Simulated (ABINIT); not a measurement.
## HfB in ABINIT: convergence with cutoff

HfB:

```
CELL_PARAMETERS angstrom
0.00000 2.31000 2.31000
2.31000 0.00000 2.31000
2.31000 2.31000 0.00000
ATOMIC_POSITIONS crystal
Hf 0.50000 0.50000 0.50000
B 0.00000 0.00000 0.00000
```

```yaml
Program: ABINIT 10.8.3 (patched build)
Task: single point
Functional: BLYP
Potentials_or_basis: JTH PAW PBE v2.0
Cutoff: 204 eV
k_mesh: 10 × 10 × 10
Occupations: cold (ABINIT), width 0.05 eV
Spin: no spin polarisation
```

These are the settings of the first run; the series varies cutoff, with any setting tied to it.

Hardware: 1 thread of Arm Neoverse V1, with other jobs on the host.

```tsv
cutoff	energy less the tightest run (meV/atom)	SCF cycles	CPU time (s)	peak memory (GiB)
7.5 Ha	386.27	9	6.6	0.11
9.5 Ha	117.63	9	7.7	0.11
11.5 Ha	79.56	10	9.2	0.12
13.5 Ha	45.14	9	11	0.12
16 Ha	17.30	9	12	0.12
19 Ha	10.62	11	17	0.13
22 Ha	5.17	10	20	0.13
25.5 Ha	0.85	11	23	0.13
30.5 Ha	0.00	12	28	0.14
```

Against the tightest run, the energy stays within 1 meV/atom from 25.5 Ha on. The tightest run that finished is the yardstick and may itself not be fully converged.

 Spin-orbit coupling is left out, which matters for the levels of Hf.
